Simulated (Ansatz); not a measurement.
# Gd (Gadolinium): the cost of one run

Method: DFT, at the levels named in each step, in Ansatz 0.2.0.

1 further run of the same task is left out (it didn't finish).

## 1. The system as given

The structure is hexagonal, space group P6_3/mmc (No. 194). The conventional cell has a = 3.636 Å, b = 3.636 Å, c = 5.783 Å, α = 90.00°, β = 90.00°, γ = 120.00°. Around Gd (site symmetry -6m2) lie 12 Gd at 3.57 to 3.64 Å.

As a file:

```cif
data_structure
_symmetry_space_group_name_H-M 'P6_3/mmc'
_symmetry_Int_Tables_number 194
_cell_length_a 3.6360
_cell_length_b 3.6360
_cell_length_c 5.7826
_cell_angle_alpha 90.000
_cell_angle_beta 90.000
_cell_angle_gamma 120.000
_cell_volume 66.21
loop_
_atom_site_label
_atom_site_type_symbol
_atom_site_symmetry_multiplicity
_atom_site_Wyckoff_symbol
_atom_site_fract_x
_atom_site_fract_y
_atom_site_fract_z
_atom_site_occupancy
Gd1 Gd 2 c 0.33333 0.66667 0.25000 1
```

The file gives the conventional cell by its symmetry; the runs use the cell typed in the input.

Atoms are numbered in the order of the input: Gd1, Gd2.

## 2. No U, PAW

input.yaml reads:

```yaml
crystal:
  lattice:
    - [3.636, 0.0, 0.0]
    - [-1.818, 3.1488683682, 0.0]
    - [0.0, 0.0, 5.7826]
  atoms:
    - { symbol: Gd, position: [0.3333333333, 0.6666666667, 0.25], spin: 7.0 }
    - { symbol: Gd, position: [0.6666666667, 0.3333333333, 0.75], spin: 7.0 }
magnetization:
  spin_polarized: true
kpoints:
  mp_grid: { grid: [9, 9, 5] }
scf:
  occupations: { method: fermi_dirac, width: 0.05 }
hamiltonian:
  xc: r2scan
  pseudopotentials: { kind: paw }
output:
  forces: true
  stress: true
  eigenvalues: true
  hubbard: { sites: [{ species: Gd, l: f }] }
  populations: true
  write_density: true
  write_potential: true
  elf: true
  volumetric_format: npy
```

Run with:

```console
$ ansatz run input.yaml --threads 1 --pin off --max-ram 3072MiB --backend cpu --events-out ev --progress --plain --runs-dir out
```

**Question.** How long does this run take on 1 thread of Arm Neoverse V1, shared host, and how much memory does it need?

About 43 s, with a peak of 0.58 GiB.
